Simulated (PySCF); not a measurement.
# CoH4S4: ligand-field states

What do calculations give for the ligand-field states of CoH4S4?

Programs: PySCF 2.14.0, with routines of our own; each step states its level. All values are computed. Atoms count from 0.

## Step 1: The starting structure

9 atoms, charge 0, states of the metal's open shell are computed; geometry from: model geometry, bond lengths from ionic radii.

## Step 2: Ligand-field states: state-averaged CASSCF

The job: settings as JSON, then the geometry in Å.

```
{"job": {"kind": "lf", "basis": {"metal": "x2c-TZVPall", "ligand": "x2c-SVPall"}, "nevpt": true}, "charge": 0, "metal": "Co", "open_shell": "d5"}
Co     0.000000     0.000000     0.000000
S      1.241303     1.241303     1.241303
H      0.452260     2.319021     1.385641
S     -1.241303    -1.241303     1.241303
H     -0.452260    -2.319021     1.385641
S     -1.241303     1.241303    -1.241303
H     -2.319021     0.452260    -1.385641
S      1.241303    -1.241303    -1.241303
H      2.319021    -0.452260    -1.385641
```

Method: state-averaged CASSCF of the metal d shell, SC-NEVPT2 on the averaged canonical orbitals, state-interaction spin-orbit coupling.

Started as:

```bash
OMP_NUM_THREADS=1 python lf_run.py task.json out
```

The driver reads the jobs from task.json and runs them one after another.

The log of the run:

```text
basis functions 140, electrons 95, active (5e, 5o)
stage 1: DIIS on the effective Fock matrix, level shift 0.30
cycle   1  E = -2977.7716377898  dE = -2.978e+03  max|g| = 3.783e+00
cycle   2  E = -2982.8045985015  dE = -5.033e+00  max|g| = 2.121e+00
cycle   3  E = -2984.6608891661  dE = -1.856e+00  max|g| = 2.279e+00
cycle   4  E = -2986.6825766218  dE = -2.022e+00  max|g| = 6.440e-01
cycle   5  E = -2986.9614337423  dE = -2.789e-01  max|g| = 2.973e-01
cycle   6  E = -2985.1360220231  dE =  1.825e+00  max|g| = 1.306e+00
cycle   7  E = -2986.0540535964  dE = -9.180e-01  max|g| = 1.046e+00
cycle   8  E = -2985.4340882588  dE =  6.200e-01  max|g| = 1.376e+00
cycle   9  E = -2986.2338862730  dE = -7.998e-01  max|g| = 1.055e+00
cycle  10  E = -2985.1077403900  dE =  1.126e+00  max|g| = 1.534e+00
cycle  11  E = -2986.1233937415  dE = -1.016e+00  max|g| = 1.142e+00
...
cycle  32  E = -2987.7825085960  dE = -2.144e-05  max|g| = 1.127e-03
cycle  33  E = -2987.7825219741  dE = -1.338e-05  max|g| = 6.224e-04
cycle  34  E = -2987.7825239390  dE = -1.965e-06  max|g| = 2.982e-04
cycle  35  E = -2987.7825246425  dE = -7.035e-07  max|g| = 1.422e-04
cycle  36  E = -2987.7825248177  dE = -1.751e-07  max|g| = 9.932e-05
cycle  37  E = -2987.7825249283  dE = -1.107e-07  max|g| = 6.012e-05
cycle  38  E = -2987.7825249531  dE = -2.477e-08  max|g| = 2.762e-05
cycle  39  E = -2987.7825249608  dE = -7.687e-09  max|g| = 1.553e-05
cycle  40  E = -2987.7825249619  dE = -1.120e-09  max|g| = 3.341e-05
cycle  41  E = -2987.7825249629  dE = -1.041e-09  max|g| = 1.402e-05
cycle  42  E = -2987.7825249635  dE = -5.925e-10  max|g| = 4.906e-06
converged average energy = -2987.7825249635

 mult deg   label        CASSCF/cm-1   NEVPT2/cm-1
   2   2   2E                  0.0           0.0
   2   1   2B             -51716.1       16874.7
   4   1   4A             -72490.7       19818.8
   2   1   2B             -57395.4       30449.4
   2   1   2B             -65164.2       37095.2
   4   2   4E             -68374.8       38082.4
   4   2   4E             -74554.1       40944.1
   2   2   2E             -57676.3       41013.1
   2   1   2A             -57767.0       41695.9
   2   1   2B             -68775.6       42300.5
   2   1   2A             -63023.3       42411.8
   6   1   6A             -94750.1       42525.8
   2   2   2E             -56410.3       42765.9
   4   1   4B             -72051.4       43968.2
   2   1   2B             -62349.0       44297.8
   4   2   4E             -66296.5       44736.2
   2   1   2A             -62401.9       45454.2
   4   1   4A             -76338.6       46208.0
   2   2   2E             -65544.5       47299.6
   2   2   2E             -63603.6       48000.6
   2   1   2A             -65883.8       48089.9
   2   2   2E             -52033.5       49056.9
   2   2   2E             -59867.0       49716.2
   2   1   2A             -63698.4       49841.0
   2   1   2A             -67871.3       49985.4
   4   2   4E             -77653.0       50301.8
   2   2   2E             -62759.2       50360.2
   2   1   2B             -63623.4       51257.1
   2   1   2B              -5121.6       51324.5
   4   1   4B             -78055.1       51580.6
   4   1   4B             -71519.3       52144.2
   2   1   2A             -58653.8       52765.7
   2   1   2B             -67096.8       54558.4
   2   2   2E             -67975.1       55014.9
   2   1   2B             -59655.7       55420.6
   4   1   4A             -74596.1       56608.3
   4   1   4B             -65712.6       56716.0
   4   1   4A             -64600.6       56920.8
   2   1   2A             -49530.0       59630.7
   2   2   2E             -47656.4       59830.7
   2   2   2E             -53228.0       60397.3
   2   2   2E             -49604.8       60465.3
   2   1   2A             -50245.6       61457.8
   2   2   2E             -45780.1       61696.2
   2   1   2B             -46245.0       61861.2
   2   1   2B             -57953.1       62315.2
   2   1   2A             -55505.6       62847.5
   2   1   2B             -51165.2       63301.1
   2   1   2A             -44193.4       63451.4
   2   1   2B             -54971.6       63606.6
   4   1   4B             -50418.0       64379.7
   2   1   2A             -41809.8       64396.1
   4   1   4A             -66414.0       65435.6
   2   1   2B             -45030.5       65816.4
   4   2   4E             -56492.5       66699.4
   2   1   2B             -18169.8       68441.3
   2   1   2A             -11921.3       70186.4
   2   2   2E             -26060.6       70731.3
   2   1   2B             -36004.1       71807.6
   2   1   2A             -52856.0       73715.7

spin-orbit levels / cm-1
      0.00  x2  2E 1.00
     69.53  x2  2E 1.00
  16905.43  x2  2B 1.00
  19842.82  x2  4A 1.00
  19844.89  x2  4A 1.00
  30464.14  x2  2B 1.00
  37111.36  x2  2B 1.00
  38022.70  x2  4E 0.99
  38078.33  x2  4E 1.00
  38114.92  x2  4E 1.00
  38140.65  x2  4E 0.99
  40695.60  x2  2E 0.52 4E 0.44
  40779.29  x2  4E 0.78 2E 0.18 6A 0.03
  40845.48  x2  4E 0.92 6A 0.07
  40946.63  x2  4E 0.94 2E 0.03
  41057.42  x2  4E 0.56 2E 0.40
  41219.76  x2  2E 0.81 4E 0.17
  41758.63  x2  2A 0.94 2E 0.04
  42282.49  x2  2B 0.94 2E 0.05
  42386.32  x2  2A 0.87 2E 0.08
  42601.86  x2  6A 0.94 4E 0.03
  42620.06  x2  6A 0.91 2E 0.04 4E 0.03
  42678.20  x2  6A 0.93 4E 0.07
  42809.05  x2  2E 0.88 2B 0.05 6A 0.04
  42851.69  x2  2E 0.89 2A 0.08
  43956.08  x2  4B 0.89 4E 0.05 2B 0.05
  43990.50  x2  4B 0.96
  44337.10  x2  2B 0.90 4B 0.06
  44780.23  x2  4E 0.97
  44789.06  x2  4E 0.98
```

Wall time 16 s (1 thread of Intel Xeon Platinum 8488C, shared host); peak memory 0.34 GiB.

Warnings kept with the result: an active orbital is not mainly the metal shell.

An active orbital is only 50 % metal, under the run's own bar for a metal shell, so levels, ζ, ground spin and magnetism of this run may not be those of the metal's shell and are not read here.

## Step 3: Ligand-field states: state-averaged CASSCF (bond length × 0.92)

The job: settings as JSON, then the geometry in Å.

```
{"job": {"kind": "lf", "basis": {"metal": "x2c-TZVPall", "ligand": "x2c-SVPall"}, "nevpt": true, "reuse": true}, "charge": 0, "metal": "Co", "open_shell": "d5"}
Co     0.000000     0.000000     0.000000
S      1.141999     1.141999     1.141999
H      0.352955     2.219717     1.286337
S     -1.141999    -1.141999     1.141999
H     -0.352955    -2.219717     1.286337
S     -1.141999     1.141999    -1.141999
H     -2.219717     0.352955    -1.286337
S      1.141999    -1.141999    -1.141999
H      2.219717    -0.352955    -1.286337
```

With the program's defaults for keys left out, this is: state-averaged CASSCF of the metal d shell, SC-NEVPT2 on the averaged canonical orbitals, state-interaction spin-orbit coupling.

The log of the run:

```text
basis functions 140, electrons 95, active (5e, 5o)
start from the orbitals of the previous structure
stage 1: DIIS on the effective Fock matrix, level shift 0.30
cycle   1  E = -2982.7835476087  dE = -2.983e+03  max|g| = 6.034e+00
cycle   2  E = -2985.8749598341  dE = -3.091e+00  max|g| = 1.023e+00
cycle   3  E = -2985.2235481174  dE =  6.514e-01  max|g| = 2.068e+00
cycle   4  E = -2987.4719790629  dE = -2.248e+00  max|g| = 1.402e-01
cycle   5  E = -2987.4320253562  dE =  3.995e-02  max|g| = 2.595e-01
cycle   6  E = -2987.4814618190  dE = -4.944e-02  max|g| = 2.339e-01
cycle   7  E = -2987.5647944568  dE = -8.333e-02  max|g| = 1.823e-01
cycle   8  E = -2987.6554299348  dE = -9.064e-02  max|g| = 7.520e-02
cycle   9  E = -2987.6658334483  dE = -1.040e-02  max|g| = 1.375e-01
cycle  10  E = -2987.6691320728  dE = -3.299e-03  max|g| = 1.249e-01
cycle  11  E = -2987.6789944687  dE = -9.862e-03  max|g| = 8.783e-02
cycle  12  E = -2987.6849679556  dE = -5.973e-03  max|g| = 6.737e-02
cycle  13  E = -2987.6880800969  dE = -3.112e-03  max|g| = 4.862e-02
cycle  14  E = -2987.6904037503  dE = -2.324e-03  max|g| = 4.304e-02
cycle  15  E = -2987.6935015630  dE = -3.098e-03  max|g| = 3.033e-02
stage 2: quasi-Newton rotations from the point of smallest gradient
cycle  18  E = -2987.6948270837  dE = -1.326e-03  max|g| = 3.639e-02
cycle  19  E = -2987.6967586076  dE = -1.932e-03  max|g| = 2.024e-02
cycle  20  E = -2987.6976883969  dE = -9.298e-04  max|g| = 7.698e-03
cycle  21  E = -2987.6977688396  dE = -8.044e-05  max|g| = 2.100e-03
cycle  22  E = -2987.6977958340  dE = -2.699e-05  max|g| = 1.126e-03
cycle  23  E = -2987.6978006067  dE = -4.773e-06  max|g| = 6.130e-04
cycle  24  E = -2987.6978012762  dE = -6.696e-07  max|g| = 1.488e-04
cycle  25  E = -2987.6978013757  dE = -9.949e-08  max|g| = 6.972e-05
cycle  26  E = -2987.6978013978  dE = -2.205e-08  max|g| = 4.613e-05
cycle  27  E = -2987.6978014027  dE = -4.960e-09  max|g| = 1.130e-05
cycle  28  E = -2987.6978014034  dE = -6.348e-10  max|g| = 5.200e-06
converged average energy = -2987.6978014034

 mult deg   label        CASSCF/cm-1   NEVPT2/cm-1
   4   1   4A                  0.0           0.0
   2   1   2B               6422.7        7493.5
   2   1   2A               9624.3       16018.8
   2   2   2E              10167.7       16353.3
   4   2   4E               8262.9       16563.2
   2   1   2A               8763.3       19415.1
   2   2   2E              14904.4       19724.0
   2   1   2B              20940.5       21325.4
   2   1   2B              11142.1       21887.0
   2   2   2E              15819.6       23362.8
   2   1   2B              12217.6       25051.2
   2   2   2E              13697.3       28306.2
   2   1   2B              14243.4       29330.1
   4   2   4E               3178.7       30083.8
   2   2   2E              23106.5       31540.3
   6   1   6A             -11677.4       32937.0
   2   2   2E              11659.2       32995.4
   2   1   2A              14734.7       34900.6
   4   1   4B               2082.9       34958.2
   4   2   4E               4107.9       35254.0
   2   1   2A              15316.9       35482.0
   2   1   2B              15095.3       35676.7
   2   2   2E              18283.7       35979.9
   2   1   2B              17903.3       36543.4
   2   1   2A              18722.6       38719.4
   4   1   4B               5946.8       38987.5
   2   1   2A              19363.8       39166.0
   4   1   4B               9487.9       40302.8
   4   1   4B              14208.7       41444.2
   2   1   2A              34224.4       41505.9
   4   1   4A               6875.2       41797.9
   2   1   2B              21628.3       43200.8
   2   1   2A              23198.2       43636.5
   2   2   2E              22195.7       44664.7
   4   1   4A               7847.3       45272.7
   2   1   2A              16597.9       46875.8
   4   2   4E              14936.7       48082.6
   4   1   4A              16427.2       48275.8
   2   1   2B              33978.0       48877.3
   2   2   2E              81653.3       49992.6
   2   1   2B              20572.2       50274.5
   2   1   2A              28823.5       50358.4
   2   1   2B              24784.3       52213.9
   4   1   4A              14397.7       53779.5
   2   1   2B              31937.5       54004.2
   2   2   2E              27172.9       55169.1
   2   1   2A              27694.1       55242.2
   4   2   4E              25167.5       56624.1
   2   1   2B              28765.8       57470.9
   2   2   2E              30124.7       58264.1
   4   1   4B              30510.1       59028.3
   2   2   2E              32961.0       59639.5
   2   1   2B              76999.0       60327.4
   2   1   2A              29704.8       61703.3
   2   1   2A              38647.3       63366.4
   2   2   2E              35084.3       64433.1
   2   2   2E              39964.5       65326.3
   2   1   2B              43945.8       65689.3
   2   1   2B              61239.8       69224.8
   2   2   2E              52193.9       71821.0

spin-orbit levels / cm-1
      0.00  x2  4A 1.00
      6.49  x2  4A 1.00
   7491.02  x2  2B 1.00
  15946.84  x2  2A 0.81 2E 0.17
  16319.97  x2  2E 0.76 2A 0.16 4E 0.08
  16391.08  x2  2E 0.79 4E 0.21
  16520.49  x2  4E 1.00
  16598.81  x2  4E 0.79 2E 0.21
  16612.45  x2  4E 0.94 2E 0.06
  16627.85  x2  4E 0.97
  19378.47  x2  2A 0.87 2E 0.12
  19716.56  x2  2E 0.99
  19780.89  x2  2E 0.88 2A 0.12
  21317.20  x2  2B 0.97
  21903.74  x2  2B 0.97
  23272.73  x2  2E 0.99
  23480.28  x2  2E 0.98
  25065.79  x2  2B 0.98
  28261.02  x2  2E 0.99
  28364.84  x2  2E 1.00
  29328.75  x2  2B 0.96 4E 0.03
  30034.06  x2  4E 1.00
  30064.14  x2  4E 0.99
  30087.92  x2  4E 0.99
  30128.14  x2  4E 0.95 2B 0.03
  31517.66  x2  2E 1.00
  31566.71  x2  2E 0.99
  32939.03  x2  6A 0.97
  32940.99  x2  6A 0.85 2E 0.14
  32946.96  x2  6A 0.98
```

Run time: 10 s. Hardware: 1 thread of Intel Xeon Platinum 8488C, shared host; peak memory 0.34 GiB.

Warnings kept with the result: an active orbital is not mainly the metal shell.

An active orbital is only 48 % metal, under the run's own bar for a metal shell, so levels, ζ, ground spin and magnetism of this run may not be those of the metal's shell and are not read here.

## Step 4: Ligand-field states: state-averaged CASSCF (bond length × 0.96)

The job: settings as JSON, then the geometry in Å.

```
{"job": {"kind": "lf", "basis": {"metal": "x2c-TZVPall", "ligand": "x2c-SVPall"}, "nevpt": true, "reuse": true}, "charge": 0, "metal": "Co", "open_shell": "d5"}
Co     0.000000     0.000000     0.000000
S      1.191651     1.191651     1.191651
H      0.402607     2.269369     1.335989
S     -1.191651    -1.191651     1.191651
H     -0.402607    -2.269369     1.335989
S     -1.191651     1.191651    -1.191651
H     -2.269369     0.402607    -1.335989
S      1.191651    -1.191651    -1.191651
H      2.269369    -0.402607    -1.335989
```

Level: state-averaged CASSCF of the metal d shell, SC-NEVPT2 on the averaged canonical orbitals, state-interaction spin-orbit coupling.

The log of the run:

```text
basis functions 140, electrons 95, active (5e, 5o)
start from the orbitals of the previous structure
stage 1: DIIS on the effective Fock matrix, level shift 0.30
cycle   1  E = -2986.0770653750  dE = -2.986e+03  max|g| = 3.512e+00
cycle   2  E = -2987.6699774548  dE = -1.593e+00  max|g| = 2.957e-01
cycle   3  E = -2987.7420798530  dE = -7.210e-02  max|g| = 7.851e-02
cycle   4  E = -2987.4166940442  dE =  3.254e-01  max|g| = 3.712e-01
cycle   5  E = -2987.4343463680  dE = -1.765e-02  max|g| = 3.016e-01
cycle   6  E = -2987.4674764969  dE = -3.313e-02  max|g| = 2.479e-01
cycle   7  E = -2987.4954450509  dE = -2.797e-02  max|g| = 2.356e-01
cycle   8  E = -2987.5238786907  dE = -2.843e-02  max|g| = 2.477e-01
cycle   9  E = -2987.4666567949  dE =  5.722e-02  max|g| = 3.666e-01
cycle  10  E = -2987.2000501808  dE =  2.666e-01  max|g| = 5.814e-01
cycle  11  E = -2986.7811923202  dE =  4.189e-01  max|g| = 8.336e-01
cycle  12  E = -2986.4029447430  dE =  3.782e-01  max|g| = 1.010e+00
cycle  13  E = -2986.2614764271  dE =  1.415e-01  max|g| = 1.051e+00
cycle  14  E = -2986.2299673283  dE =  3.151e-02  max|g| = 1.043e+00
cycle  15  E = -2986.2697123746  dE = -3.975e-02  max|g| = 1.034e+00
stage 2: quasi-Newton rotations from the point of smallest gradient
cycle  18  E = -2987.7482863052  dE = -6.206e-03  max|g| = 5.680e-02
cycle  19  E = -2987.7528091254  dE = -4.523e-03  max|g| = 3.871e-02
cycle  20  E = -2987.7550108710  dE = -2.202e-03  max|g| = 1.647e-03
cycle  21  E = -2987.7550225190  dE = -1.165e-05  max|g| = 5.714e-04
cycle  22  E = -2987.7550247928  dE = -2.274e-06  max|g| = 2.351e-04
cycle  23  E = -2987.7550250328  dE = -2.400e-07  max|g| = 1.171e-04
cycle  24  E = -2987.7550251992  dE = -1.665e-07  max|g| = 4.804e-05
cycle  25  E = -2987.7550252207  dE = -2.146e-08  max|g| = 2.903e-05
cycle  26  E = -2987.7550252275  dE = -6.788e-09  max|g| = 1.036e-05
cycle  27  E = -2987.7550252287  dE = -1.181e-09  max|g| = 4.642e-06
converged average energy = -2987.7550252287

 mult deg   label        CASSCF/cm-1   NEVPT2/cm-1
   2   2   2E                  0.0           0.0
   4   1   4A             -16015.4         575.2
   2   1   2B              -9283.7        4923.3
   4   2   4E              -8540.5        6236.8
   2   1   2A              -6297.9        6550.5
   2   1   2B               5472.0        9356.7
   2   2   2E               6702.0       15273.1
   2   2   2E               1012.1       15307.0
   2   1   2B              -5007.0       16124.9
   2   1   2B                464.5       19039.3
   4   2   4E             -14077.2       20584.5
   2   1   2A              -7766.9       20745.0
   2   2   2E              61303.9       21282.3
   6   1   6A             -32038.3       21461.6
   2   2   2E              -5622.9       22790.4
   2   1   2B              -3153.1       22856.5
   2   2   2E              -3441.8       22881.1
   2   1   2A              -2535.3       22911.0
   4   1   4B             -11992.2       23559.6
   2   1   2A               1567.5       24035.0
   2   1   2B              -2314.6       25901.6
   2   2   2E              -2276.9       26030.7
   4   1   4A             -11680.6       26756.5
   4   2   4E             -15658.4       27131.2
   2   1   2A               2061.8       27433.8
   4   1   4B             -16358.4       27963.8
   2   2   2E              -6828.1       28845.1
   4   1   4A             -12521.0       29453.6
   2   1   2B               2275.4       30027.0
   2   1   2B              -6032.2       31528.4
   4   1   4B              -4342.4       32222.0
   4   1   4B              -9623.1       32595.4
   2   1   2A              -1970.3       33056.9
   2   1   2B               6358.5       33852.4
   4   2   4E              -4566.1       34623.1
   2   1   2A              -2670.3       35093.9
   2   1   2A              16782.3       36300.9
   4   1   4A              -2725.6       37120.4
   2   1   2B               3382.4       37829.0
   2   1   2A               5339.2       38244.3
   2   1   2A              11106.1       38702.3
   2   2   2E               4265.1       40847.7
   2   2   2E               8500.2       41500.9
   2   1   2B              14080.8       42193.2
   2   1   2B              16080.5       42352.6
   4   1   4A              -4656.8       43547.3
   2   1   2B              56627.0       44133.5
   2   2   2E              11404.2       44775.1
   4   2   4E               5395.8       45867.0
   4   1   4B              11007.2       46116.5
   2   1   2A              10729.3       46389.5
   2   1   2B              10144.2       47571.7
   2   2   2E              13772.4       48153.5
   2   1   2A               9050.1       48512.7
   2   1   2A              19443.3       48971.1
   2   1   2B              25121.1       52621.2
   2   2   2E              15719.1       52655.1
   2   1   2B              42826.1       54017.4
   2   2   2E              20888.7       54580.6
   2   2   2E              34122.2       57589.0

spin-orbit levels / cm-1
      0.00  x2  2E 0.96 4A 0.04
    169.91  x2  2E 0.81 4A 0.18
    776.18  x2  4A 0.96 2E 0.04
    868.15  x2  4A 0.82 2E 0.18
   5088.59  x2  2B 0.99
   6334.29  x2  4E 0.99
   6389.88  x2  4E 1.00
   6434.48  x2  4E 1.00
   6474.73  x2  4E 0.99
   6725.98  x2  2A 0.98
   9533.94  x2  2B 1.00
  15337.03  x2  2E 0.72 2E 0.27
  15415.56  x2  2E 0.90 2E 0.09
  15484.70  x2  2E 0.73 2E 0.27
  15533.54  x2  2E 0.88 2E 0.08 2B 0.03
  16321.78  x2  2B 0.96
  19117.99  x2  2B 0.93 4E 0.06
  20596.90  x2  4E 0.85 6A 0.13
  20676.27  x2  4E 0.90 6A 0.07
  20699.41  x2  4E 0.82 6A 0.13 2B 0.05
  20741.18  x2  4E 0.91 2A 0.08
  20918.18  x2  2A 0.89 4E 0.10
  21419.52  x2  2E 1.00
  21472.57  x2  2E 1.00
  21714.14  x2  6A 0.92 4E 0.08
  21748.40  x2  6A 0.89 4E 0.10
  21815.13  x2  6A 0.85 4E 0.15
  22797.98  x2  2B 0.47 2E 0.33 2E 0.19
  22827.59  x2  2E 0.65 2A 0.23 2E 0.10
  22936.85  x2  2E 0.56 2E 0.37 2B 0.06
```

Wall time 10 s (1 thread of Intel Xeon Platinum 8488C, shared host); peak memory 0.34 GiB.

Warnings kept with the result: an active orbital is not mainly the metal shell.

An active orbital is only 49 % metal, under the run's own bar for a metal shell, so levels, ζ, ground spin and magnetism of this run may not be those of the metal's shell and are not read here.

[end of part 1 of 2]
